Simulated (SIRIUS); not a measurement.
## BiTe under changes of volume

One of the cells (34.532 Å³/atom); the others are scaled copies at fixed shape and fractional positions:

```
CELL_PARAMETERS angstrom
0.00000 3.25642 3.25642
3.25642 0.00000 3.25642
3.25642 3.25642 0.00000
ATOMIC_POSITIONS crystal
Bi 0.00000 0.00000 0.00000
Te 0.50000 0.50000 0.50000
```

```yaml
Program: SIRIUS 7.10.0
Functional: PBEsol
Potentials_or_basis: PseudoDojo 0.4.1 PBEsol standard (scalar relativistic)
Cutoff: 1102 eV
Density_cutoff: 4408 eV
k_mesh: 7 × 7 × 7
Occupations: fermi-dirac, width 0.05 eV
Spin: no spin polarisation
```

```csv
volume (Å³/atom),energy over the lowest point (meV/atom),pressure (GPa)
31.824,5.27,1.8
32.501,0.21,0.6
33.178,0.00,-0.5
34.532,12.20,-2.4
35.209,?,?
35.886,38.43,-3.9
```

What does the run at 35.209 Å³/atom give?

Energy over the lowest point 23.75 meV/atom; pressure -3.2 GPa.

Worked out: A Birch-Murnaghan fit of order 3 (a polynomial in V^(-2/3)) to the other rows has its minimum at 32.87 Å³/atom with B0 = V·E''(V) = 53 GPa and B' = 4.3. It gives 23.75 meV/atom at 35.209 Å³/atom, against the run's 23.75, and -dE/dV = -3.1 GPa, against -3.2.

Energies are extrapolated to zero smearing.
